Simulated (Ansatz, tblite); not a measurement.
**C45H35F3OS6: removing and adding an electron**

Aim: the energy of removing and adding an electron for C45H35F3OS6, by energy differences, and how well orbital energies stand in for it.

Computed with Ansatz 0.2.0, Gaussian basis. Level: as each input shows.

Levels to be run: charge +1 doublet, at the geometry of the singlet (PBE0-D4/def2-TZVP, PBE-D4/def2-TZVP, LDA/def2-TZVP); charge -1 doublet, at the geometry of the singlet (PBE0-D4/def2-TZVP, PBE-D4/def2-TZVP, LDA/def2-TZVP); the starting singlet's energies come from earlier runs.

1 further run of the same task is left out (set aside as unsound or not needed).

### Step 1. The structure

The geometry is that of the singlet, from an earlier relaxation (PBE-D4/def2-SVP).

90 atoms, charge 0, spin multiplicity 1.

Atoms are counted from 1 here; the program's logs count them from 0.

Bond lengths: C1–O2 1.415 Å, C1–H56 1.114 Å, C1–H57 1.114 Å, C1–H58 1.106 Å, O2–C3 1.360 Å, C3–C4 1.412 Å, C3–C55 1.411 Å, C4–C5 1.392 Å, C4–H59 1.100 Å, C5–C6 1.419 Å, C5–H60 1.101 Å, C6–C7 1.461 Å, C6–C54 1.414 Å, C7–C8 1.392 Å, C7–S53 1.748 Å, C8–C9 1.421 Å, C8–H61 1.099 Å, C9–C10 1.502 Å and more. Angles: O2–C1–H56 111.9°, O2–C1–H57 111.9°, O2–C1–H58 106.5°, H56–C1–H57 108.6°, H56–C1–H58 108.9°, H57–C1–H58 108.9°, C1–O2–C3 118.4°, O2–C3–C4 116.2°, O2–C3–C55 124.7°, C4–C3–C55 119.1°, C3–C4–C5 120.4°, C3–C4–H59 118.3°, C5–C4–H59 121.3°, C4–C5–C6 121.6°, C4–C5–H60 118.9°, C6–C5–H60 119.5°, C5–C6–C7 121.8°, C5–C6–C54 117.2° and more.

### Step 2. Charge +1 doublet at the fixed geometry, PBE0-D4/def2-TZVP

Contents of in.yaml:

```yaml
crystal:
  periodic: [false, false, false]
  atoms:
    - {symbol: C, position_ang: [-16.987713, -2.579888, 1.576993]}
    - {symbol: O, position_ang: [-15.709888, -3.178456, 1.679574]}
    - {symbol: C, position_ang: [-14.618037, -2.431681, 1.364125]}
    - {symbol: C, position_ang: [-13.367138, -3.077819, 1.476861]}
    - {symbol: C, position_ang: [-12.192541, -2.395276, 1.172524]}
    - {symbol: C, position_ang: [-12.208109, -1.041046, 0.748335]}
    - {symbol: C, position_ang: [-10.978513, -0.321792, 0.425741]}
    - {symbol: C, position_ang: [-10.817106, 0.911681, -0.198900]}
    - {symbol: C, position_ang: [-9.468628, 1.330124, -0.363602]}
    - {symbol: C, position_ang: [-9.084240, 2.625184, -1.019788]}
    - {symbol: C, position_ang: [-8.559109, 0.388572, 0.150156]}
    - {symbol: C, position_ang: [-7.119708, 0.394112, 0.190998]}
    - {symbol: C, position_ang: [-6.271992, -0.597724, 0.692438]}
    - {symbol: C, position_ang: [-4.887791, -0.309321, 0.599429]}
    - {symbol: C, position_ang: [-3.818368, -1.247248, 1.080507]}
    - {symbol: C, position_ang: [-4.647928, 0.944829, 0.006566]}
    - {symbol: C, position_ang: [-3.415952, 1.626728, -0.288647]}
    - {symbol: C, position_ang: [-3.250738, 2.873411, -0.901900]}
    - {symbol: C, position_ang: [-1.906863, 3.288263, -1.070208]}
    - {symbol: C, position_ang: [-1.521366, 4.579216, -1.732836]}
    - {symbol: C, position_ang: [-0.996590, 2.337476, -0.572007]}
    - {symbol: C, position_ang: [0.443262, 2.352249, -0.571780]}
    - {symbol: C, position_ang: [1.336329, 3.414557, -0.739365]}
    - {symbol: C, position_ang: [2.708315, 3.054164, -0.672225]}
    - {symbol: C, position_ang: [3.824084, 4.048636, -0.821373]}
    - {symbol: C, position_ang: [2.887991, 1.678228, -0.441080]}
    - {symbol: C, position_ang: [4.086081, 0.895595, -0.293060]}
    - {symbol: C, position_ang: [4.186618, -0.467619, 0.000430]}
    - {symbol: C, position_ang: [5.509344, -0.970445, 0.072992]}
    - {symbol: C, position_ang: [5.826487, -2.406327, 0.377392]}
    - {symbol: C, position_ang: [6.468904, 0.030191, -0.168209]}
    - {symbol: C, position_ang: [7.908443, -0.028201, -0.185628]}
    - {symbol: C, position_ang: [8.807000, 1.030385, -0.345584]}
    - {symbol: C, position_ang: [10.178109, 0.660232, -0.341478]}
    - {symbol: C, position_ang: [11.285754, 1.672587, -0.452888]}
    - {symbol: C, position_ang: [10.350497, -0.722083, -0.169160]}
    - {symbol: C, position_ang: [11.567729, -1.525481, -0.079246]}
    - {symbol: C, position_ang: [11.603968, -2.715570, 0.691246]}
    - {symbol: C, position_ang: [12.754194, -3.498457, 0.773514]}
    - {symbol: C, position_ang: [13.939433, -3.127710, 0.091671]}
    - {symbol: C, position_ang: [15.112683, -3.986679, 0.226719]}
    - {symbol: F, position_ang: [14.950027, -5.099835, 0.982398]}
    - {symbol: C, position_ang: [16.354864, -3.825295, -0.297036]}
    - {symbol: F, position_ang: [17.344826, -4.679752, -0.103948]}
    - {symbol: F, position_ang: [16.722230, -2.802449, -1.059278]}
    - {symbol: C, position_ang: [13.912060, -1.944326, -0.686932]}
    - {symbol: C, position_ang: [12.754532, -1.170108, -0.771293]}
    - {symbol: S, position_ang: [8.800646, -1.527167, -0.023058]}
    - {symbol: S, position_ang: [5.693611, 1.571434, -0.487519]}
    - {symbol: S, position_ang: [1.336460, 0.860885, -0.337799]}
    - {symbol: S, position_ang: [-1.842204, 0.959506, 0.107348]}
    - {symbol: S, position_ang: [-6.159050, 1.731590, -0.415143]}
    - {symbol: S, position_ang: [-9.412956, -0.985337, 0.832365]}
    - {symbol: C, position_ang: [-13.469138, -0.410183, 0.646985]}
    - {symbol: C, position_ang: [-14.658949, -1.085469, 0.943746]}
    - {symbol: H, position_ang: [-17.209689, -2.249393, 0.537042]}
    - {symbol: H, position_ang: [-17.093147, -1.705192, 2.257941]}
    - {symbol: H, position_ang: [-17.721142, -3.353428, 1.871505]}
    - {symbol: H, position_ang: [-13.349516, -4.127871, 1.802594]}
    - {symbol: H, position_ang: [-11.231541, -2.927281, 1.253279]}
    - {symbol: H, position_ang: [-11.664862, 1.511512, -0.557983]}
    - {symbol: H, position_ang: [-8.434624, 2.463852, -1.906264]}
    - {symbol: H, position_ang: [-9.983793, 3.176075, -1.355824]}
    - {symbol: H, position_ang: [-8.520667, 3.288077, -0.328900]}
    - {symbol: H, position_ang: [-6.655757, -1.533295, 1.124475]}
    - {symbol: H, position_ang: [-3.130604, -1.545143, 0.260863]}
    - {symbol: H, position_ang: [-4.265045, -2.169302, 1.499091]}
    - {symbol: H, position_ang: [-3.189535, -0.786296, 1.871565]}
    - {symbol: H, position_ang: [-4.105232, 3.477713, -1.239851]}
    - {symbol: H, position_ang: [-2.390433, 5.030387, -2.250069]}
    - {symbol: H, position_ang: [-0.714151, 4.428701, -2.479178]}
    - {symbol: H, position_ang: [-1.149442, 5.325691, -0.997829]}
    - {symbol: H, position_ang: [1.011311, 4.452845, -0.874530]}
    - {symbol: H, position_ang: [4.462510, 3.823985, -1.702677]}
    - {symbol: H, position_ang: [4.494521, 4.054796, 0.064233]}
    - {symbol: H, position_ang: [3.421991, 5.072225, -0.949792]}
    - {symbol: H, position_ang: [3.301340, -1.098494, 0.166628]}
    - {symbol: H, position_ang: [6.340323, -2.904420, -0.472098]}
    - {symbol: H, position_ang: [6.498362, -2.503132, 1.256294]}
    - {symbol: H, position_ang: [4.901379, -2.975060, 0.591798]}
    - {symbol: H, position_ang: [8.472562, 2.073230, -0.447132]}
    - {symbol: H, position_ang: [12.161949, 1.396042, 0.165698]}
    - {symbol: H, position_ang: [11.643741, 1.783860, -1.499179]}
    - {symbol: H, position_ang: [10.934082, 2.670125, -0.124562]}
    - {symbol: H, position_ang: [10.707919, -3.019196, 1.254408]}
    - {symbol: H, position_ang: [12.749996, -4.411385, 1.384076]}
    - {symbol: H, position_ang: [14.801262, -1.630415, -1.248181]}
    - {symbol: H, position_ang: [12.762329, -0.285066, -1.420347]}
    - {symbol: H, position_ang: [-13.526863, 0.644382, 0.340425]}
    - {symbol: H, position_ang: [-15.613411, -0.550150, 0.852405]}
basis:
  gaussian: {orbitals: def2-TZVP, fitting: {mean_field: def2-universal-jkfit}}
total_charge: 1
magnetization: {spin_polarized: true, initial_magnetization: 1}
hamiltonian: {xc: pbe0, dispersion: d4}
scf: {omitted_lower_state_checks: [starts]}
output: {orbitals: {seedname: orbitals}}
```

Command:

```sh
$ ansatz run in.yaml --threads 11 --pin off --events-out ev --progress --plain --max-ram 174080MiB --backend cuda --devices 0, --max-vram 75GiB
```

Standard output:

```text
Functional definition: PBE0
  name "PBE0"
  cite "Adamo & Barone, J. Chem. Phys. 110, 6158 (1999) doi:10.1063/1.478522"
  cite "Perdew, Burke & Ernzerhof, Phys. Rev. Lett. 77, 3865 (1996) doi:10.1103/PhysRevLett.77.3865"
  parent pbe
  parameter a = 0.25
  parameter kappa = 0.804
  parameter beta = 0.06672455060314922
  exchange = (1 - a)*pbe_x(kappa = kappa, mu = beta*pi^2/3) + a*exact_x
  correlation = pbe_c(beta = beta)
these checks for a lower state are left out or cut short: starts
5081 factors; integrals over basis functions are off by at most 1.6e0 eV
mean field evaluation 1: about -122279.8862 eV, gradient 1.3e2 eV
mean field evaluation 2: about -121851.2575 eV, gradient 2.6e2 eV
mean field evaluation 4: about -122358.2358 eV, gradient 5.0e1 eV
mean field evaluation 8: about -122373.2442 eV, gradient 5.5e0 eV
mean field evaluation 16: about -122373.4626 eV, gradient 1.3e-1 eV
mean field evaluation 32: about -122373.4632 eV, gradient 3.4e-4 eV
mean field -122373.46316644 eV, -4497.1418236542 hartree, gradient 3.3e-5 eV, S^2 0.778689; 0 other end points of the search recorded, 0 dependent functions left out
reference -122373.46328752 eV, -4497.1418281038 hartree; 218, 217 occupied and 1733, 1734 virtual orbitals, 5081 factors
Total energy: -122376.97678324 eV, -4497.2709466899 hartree
Checks for a lower state left out: starts
```

Run time: 54 s. Hardware: 1 × H100 with 11 threads of AMD EPYC 7R13, shared host; peak host memory 3.9 GiB.

From the report: HOMO -7.27 eV, LUMO -6.34 eV (over both spins); ⟨S²⟩ 0.779 (pure: 0.75).

### Step 3. Charge +1 doublet at the fixed geometry, PBE-D4/def2-TZVP

start.molden holds the orbitals of an earlier run on this state, given as this run's starting guess.

Changes to in.yaml since step 2:

```diff
@@ -94,6 +94,6 @@
 basis:
-  gaussian: {orbitals: def2-TZVP, fitting: {mean_field: def2-universal-jkfit}}
+  gaussian: {orbitals: def2-TZVP, fitting: {mean_field: def2-universal-jkfit}, initial_orbitals: start.molden}
 total_charge: 1
 magnetization: {spin_polarized: true, initial_magnetization: 1}
-hamiltonian: {xc: pbe0, dispersion: d4}
+hamiltonian: {xc: pbe, dispersion: d4}
 scf: {omitted_lower_state_checks: [starts]}
```

The command is unchanged.

Standard output:

```text
Functional definition: PBE
  name "PBE"
  cite "Perdew, Burke & Ernzerhof, Phys. Rev. Lett. 77, 3865 (1996) doi:10.1103/PhysRevLett.77.3865"
  parent pbe
  parameter kappa = 0.804
  parameter beta = 0.06672455060314922
  exchange = pbe_x(kappa = kappa, mu = beta*pi^2/3)
  correlation = pbe_c(beta = beta)
these checks for a lower state are left out or cut short: starts
5081 factors; integrals over basis functions are off by at most 1.6e0 eV
mean field evaluation 1: about -122364.1647 eV, gradient 2.4e1 eV
mean field evaluation 2: about -122365.2497 eV, gradient 1.2e0 eV
mean field evaluation 4: about -122365.2809 eV, gradient 4.3e-1 eV
mean field evaluation 8: about -122365.2819 eV, gradient 2.5e-5 eV
mean field -122365.28192470 eV, -4496.8411685656 hartree, gradient 2.5e-5 eV, S^2 0.751622; 0 other end points of the search recorded, 0 dependent functions left out
reference -122365.28208941 eV, -4496.8411746186 hartree; 218, 217 occupied and 1733, 1734 virtual orbitals, 5081 factors
Total energy: -122369.33522647 eV, -4496.9901246582 hartree
Checks for a lower state left out: starts
```

Run time: 30 s. Hardware: 1 × H100 with 11 threads of AMD EPYC 7R13, shared host; peak host memory 2.5 GiB.

From the report: HOMO -6.52 eV, LUMO -6.39 eV (over both spins); ⟨S²⟩ 0.752 (pure: 0.75).

### Step 4. Charge +1 doublet at the fixed geometry, LDA/def2-TZVP

Changes to in.yaml since step 3:

```diff
@@ -97,3 +97,3 @@
 magnetization: {spin_polarized: true, initial_magnetization: 1}
-hamiltonian: {xc: pbe, dispersion: d4}
+hamiltonian: {xc: lda}
 scf: {omitted_lower_state_checks: [starts]}
```

Same command.

Standard output:

```text
Functional definition: SPW92
  name "SPW92"
  cite "Dirac, Proc. Camb. Phil. Soc. 26, 376 (1930) doi:10.1017/S0305004100016108"
  cite "Slater, Phys. Rev. 81, 385 (1951) doi:10.1103/PhysRev.81.385"
  cite "Perdew & Wang, Phys. Rev. B 45, 13244 (1992) doi:10.1103/PhysRevB.45.13244"
  exchange = slater_x
  correlation = pw_c
these checks for a lower state are left out or cut short: starts
5081 factors; integrals over basis functions are off by at most 1.6e0 eV
mean field evaluation 1: about -121738.7572 eV, gradient 8.9e1 eV
mean field evaluation 2: about -121743.3747 eV, gradient 4.9e0 eV
mean field evaluation 4: about -121743.6182 eV, gradient 4.4e-1 eV
mean field evaluation 8: about -121743.6227 eV, gradient 4.7e-5 eV
mean field -121743.62270236 eV, -4473.9956135203 hartree, gradient 4.7e-5 eV, S^2 0.750655; 0 other end points of the search recorded, 0 dependent functions left out
reference -121743.62285348 eV, -4473.9956190741 hartree; 218, 217 occupied and 1733, 1734 virtual orbitals, 5081 factors
Total energy: -121743.62285348 eV, -4473.9956190741 hartree
Checks for a lower state left out: starts
```

Run time: 27 s. Hardware: 1 × H100 with 11 threads of AMD EPYC 7R13, shared host; peak host memory 2.4 GiB.

Report: HOMO -6.72 eV, LUMO -6.63 eV (over both spins); ⟨S²⟩ 0.751 (pure: 0.75).

### Step 5. Vertical ionisation energy

Charged state less starting state, singlet to doublet; the starting state's energies are those of its earlier runs.

```tsv
level	vertical ionisation energy (eV)	time
LDA/def2-TZVP	+5.54	45 s
PBE-D4/def2-TZVP	+5.35	49 s
PBE0-D4/def2-TZVP	+5.64	87 s
```

Times add the two runs; a level without a time comes out of a correlated run.

Beside −ε(HOMO) of the starting state:

```tsv
level	−ε(HOMO) (eV)	by difference (eV)	mismatch (eV)
LDA/def2-TZVP	4.42	5.54	-1.12
PBE-D4/def2-TZVP	4.19	5.35	-1.16
PBE0-D4/def2-TZVP	4.85	5.64	-0.79
```

### Step 6. Charge -1 doublet at the fixed geometry, PBE0-D4/def2-TZVP

Changes to in.yaml since step 4:

```diff
@@ -94,6 +94,6 @@
 basis:
-  gaussian: {orbitals: def2-TZVP, fitting: {mean_field: def2-universal-jkfit}, initial_orbitals: start.molden}
-total_charge: 1
+  gaussian: {orbitals: def2-TZVP, fitting: {mean_field: def2-universal-jkfit}}
+total_charge: -1
 magnetization: {spin_polarized: true, initial_magnetization: 1}
-hamiltonian: {xc: lda}
+hamiltonian: {xc: pbe0, dispersion: d4}
 scf: {omitted_lower_state_checks: [starts]}
```

The command is unchanged.

Standard output:

```text
Functional definition: PBE0
  name "PBE0"
  cite "Adamo & Barone, J. Chem. Phys. 110, 6158 (1999) doi:10.1063/1.478522"
  cite "Perdew, Burke & Ernzerhof, Phys. Rev. Lett. 77, 3865 (1996) doi:10.1103/PhysRevLett.77.3865"
  parent pbe
  parameter a = 0.25
  parameter kappa = 0.804
  parameter beta = 0.06672455060314922
  exchange = (1 - a)*pbe_x(kappa = kappa, mu = beta*pi^2/3) + a*exact_x
  correlation = pbe_c(beta = beta)
these checks for a lower state are left out or cut short: starts
5081 factors; integrals over basis functions are off by at most 1.6e0 eV
mean field evaluation 1: about -122297.9449 eV, gradient 1.3e2 eV
mean field evaluation 2: about -122037.5096 eV, gradient 2.2e2 eV
mean field evaluation 4: about -122372.5436 eV, gradient 3.4e1 eV
mean field evaluation 8: about -122380.5421 eV, gradient 2.9e0 eV
mean field evaluation 16: about -122380.6270 eV, gradient 8.2e-2 eV
mean field evaluation 32: about -122380.6273 eV, gradient 1.6e-4 eV
mean field -122380.62726979 eV, -4497.4050995964 hartree, gradient 7.6e-5 eV, S^2 0.777366; 0 other end points of the search recorded, 0 dependent functions left out
reference -122380.62739522 eV, -4497.4051042058 hartree; 219, 218 occupied and 1732, 1733 virtual orbitals, 5081 factors
Total energy: -122384.22778772 eV, -4497.5374161895 hartree
Checks for a lower state left out: starts
```

Wall time 50 s (1 × H100 with 11 threads of AMD EPYC 7R13, shared host); peak host memory 3.4 GiB.

HOMO -0.84 eV, LUMO -0.05 eV (over both spins); ⟨S²⟩ 0.777 (pure: 0.75).

### Step 7. Charge -1 doublet at the fixed geometry, PBE-D4/def2-TZVP

Changes to in.yaml since step 6:

```diff
@@ -94,6 +94,6 @@
 basis:
-  gaussian: {orbitals: def2-TZVP, fitting: {mean_field: def2-universal-jkfit}}
+  gaussian: {orbitals: def2-TZVP, fitting: {mean_field: def2-universal-jkfit}, initial_orbitals: start.molden}
 total_charge: -1
 magnetization: {spin_polarized: true, initial_magnetization: 1}
-hamiltonian: {xc: pbe0, dispersion: d4}
+hamiltonian: {xc: pbe, dispersion: d4}
 scf: {omitted_lower_state_checks: [starts]}
```

Same command.

Standard output:

```text
Functional definition: PBE
  name "PBE"
  cite "Perdew, Burke & Ernzerhof, Phys. Rev. Lett. 77, 3865 (1996) doi:10.1103/PhysRevLett.77.3865"
  parent pbe
  parameter kappa = 0.804
  parameter beta = 0.06672455060314922
  exchange = pbe_x(kappa = kappa, mu = beta*pi^2/3)
  correlation = pbe_c(beta = beta)
these checks for a lower state are left out or cut short: starts
5081 factors; integrals over basis functions are off by at most 1.6e0 eV
mean field evaluation 1: about -122371.2075 eV, gradient 2.4e1 eV
mean field evaluation 2: about -122372.2817 eV, gradient 1.1e0 eV
mean field evaluation 4: about -122372.3135 eV, gradient 4.3e-1 eV
mean field evaluation 8: about -122372.3145 eV, gradient 1.8e-5 eV
mean field -122372.31448665 eV, -4497.0996104505 hartree, gradient 1.8e-5 eV, S^2 0.751418; 0 other end points of the search recorded, 0 dependent functions left out
reference -122372.31465804 eV, -4497.0996167489 hartree; 219, 218 occupied and 1732, 1733 virtual orbitals, 5081 factors
Total energy: -122376.46797489 eV, -4497.2522483280 hartree
Checks for a lower state left out: starts
```

It took 30 s on 1 × H100 with 11 threads of AMD EPYC 7R13, shared host; peak host memory 2.5 GiB.

From the report: HOMO -0.68 eV, LUMO -0.57 eV (over both spins); ⟨S²⟩ 0.751 (pure: 0.75).

### Step 8. Charge -1 doublet at the fixed geometry, LDA/def2-TZVP

Changes to in.yaml since step 7:

```diff
@@ -97,3 +97,3 @@
 magnetization: {spin_polarized: true, initial_magnetization: 1}
-hamiltonian: {xc: pbe, dispersion: d4}
+hamiltonian: {xc: lda}
 scf: {omitted_lower_state_checks: [starts]}
```

Launched as before.

Standard output:

```text
Functional definition: SPW92
  name "SPW92"
  cite "Dirac, Proc. Camb. Phil. Soc. 26, 376 (1930) doi:10.1017/S0305004100016108"
  cite "Slater, Phys. Rev. 81, 385 (1951) doi:10.1103/PhysRev.81.385"
  cite "Perdew & Wang, Phys. Rev. B 45, 13244 (1992) doi:10.1103/PhysRevB.45.13244"
  exchange = slater_x
  correlation = pw_c
these checks for a lower state are left out or cut short: starts
5081 factors; integrals over basis functions are off by at most 1.6e0 eV
mean field evaluation 1: about -121746.2418 eV, gradient 8.9e1 eV
mean field evaluation 2: about -121750.8716 eV, gradient 4.9e0 eV
mean field evaluation 4: about -121751.1122 eV, gradient 4.4e-1 eV
mean field evaluation 8: about -121751.1171 eV, gradient 8.0e-5 eV
mean field -121751.11709269 eV, -4474.2710272850 hartree, gradient 8.0e-5 eV, S^2 0.750509; 0 other end points of the search recorded, 0 dependent functions left out
reference -121751.11724911 eV, -4474.2710330333 hartree; 219, 218 occupied and 1732, 1733 virtual orbitals, 5081 factors
Total energy: -121751.11724911 eV, -4474.2710330333 hartree
Checks for a lower state left out: starts
```

It took 26 s on 1 × H100 with 11 threads of AMD EPYC 7R13, shared host; peak host memory 2.4 GiB.

Report: HOMO -0.90 eV, LUMO -0.82 eV (over both spins); ⟨S²⟩ 0.751 (pure: 0.75).

### Step 9. Vertical electron affinity

Starting state less charged state (positive: the electron is bound), singlet to doublet; the starting state's energies are those of its earlier runs.

```tsv
level	vertical electron affinity (eV)	time
LDA/def2-TZVP	+1.96	44 s
PBE-D4/def2-TZVP	+1.78	49 s
PBE0-D4/def2-TZVP	+1.61	83 s
```

Times add the two runs; a level without a time comes out of a correlated run.

Beside −ε(LUMO) of the starting state:

```tsv
level	−ε(LUMO) (eV)	by difference (eV)	mismatch (eV)
LDA/def2-TZVP	3.04	1.96	+1.08
PBE-D4/def2-TZVP	2.81	1.78	+1.03
PBE0-D4/def2-TZVP	2.31	1.61	+0.70
```

### Step 10. Summary of results

```
                                            quantity                               value
vertical ionisation energy, functionals in def2-TZVP  5.35 (PBE-D4) to 5.64 eV (PBE0-D4)
vertical electron affinity, functionals in def2-TZVP     1.61 (PBE0-D4) to 1.96 eV (LDA)
```

The vertical ionisation energy spans 5.35 to 5.64 eV over the functionals. −ε(HOMO) misses the level's own difference by -0.79 eV at best (PBE0-D4) and -1.16 eV at worst (PBE-D4). The vertical electron affinity spans 1.61 to 1.96 eV over the functionals. −ε(LUMO) misses the level's own difference by +0.70 eV at best (PBE0-D4) and +1.08 eV at worst (LDA).
